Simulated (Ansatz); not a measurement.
# BaTiO3: the cost of one run

Program: Ansatz 0.2.0. Level of theory: DFT PBE, scalar-relativistic, plane waves, PAW. These are calculated values, not measurements.

**1. The system as given**

It takes space group Pm-3m (No. 221, cubic). Conventional cell: a = 4.006 Å, b = 4.006 Å, c = 4.006 Å, α = 90.00°, β = 90.00°, γ = 90.00°. Ba (site symmetry m-3m) is surrounded by 12 O at 2.83 Å. Ti (site symmetry m-3m) has 6 O at 2.00 Å as nearest neighbours. O (site symmetry 4/mmm) is surrounded by 2 Ti at 2.00 Å and 4 Ba at 2.83 Å.

Structure file:

```cif
data_structure
_symmetry_space_group_name_H-M 'Pm-3m'
_symmetry_Int_Tables_number 221
_cell_length_a 4.0060
_cell_length_b 4.0060
_cell_length_c 4.0060
_cell_angle_alpha 90.000
_cell_angle_beta 90.000
_cell_angle_gamma 90.000
_cell_volume 64.29
loop_
_atom_site_label
_atom_site_type_symbol
_atom_site_symmetry_multiplicity
_atom_site_Wyckoff_symbol
_atom_site_fract_x
_atom_site_fract_y
_atom_site_fract_z
_atom_site_occupancy
Ba1 Ba 1 b 0.50000 0.50000 0.50000 1
Ti1 Ti 1 a 0.00000 0.00000 0.00000 1
O1 O 3 d 0.50000 0.00000 0.00000 1
```

The moments start at Ti 1.00 μB.

**2. First run, at the start cell**

input.yaml reads:

```yaml
crystal:
  lattice:
    - [4.006, 0.0, 0.0]
    - [0.0, 4.006, 0.0]
    - [0.0, 0.0, 4.006]
  atoms:
    - { symbol: Ba, position: [0.5, 0.5, 0.5] }
    - { symbol: Ti, position: [0.0, 0.0, 0.0], spin: 1.0 }
    - { symbol: O, position: [0.5, 0.0, 0.0] }
    - { symbol: O, position: [0.0, 0.5, 0.0] }
    - { symbol: O, position: [0.0, 0.0, 0.5] }
basis:
  ecutwfc: 420
  ecutrho_ratio: 4
kpoints:
  mp_grid: { grid: [8, 8, 8] }
hamiltonian:
  xc: pbe
scf:
  occupations: { method: gaussian, width: 0.05 }
output:
  forces: true
  stress: true
  eigenvalues: true
  populations: true
magnetization:
  spin_polarized: true
```

Started as:

```bash
> ansatz run input.yaml --threads 4 --pin off --max-ram 10240MiB --backend cpu --events-out ev --progress --plain --runs-dir out
```

Q: Estimate wall time and peak memory on 4 threads of Intel Xeon at 2.50GHz (Skylake/Cascade Lake), shared host.

About 7.6 s, with a peak of 0.48 GiB.
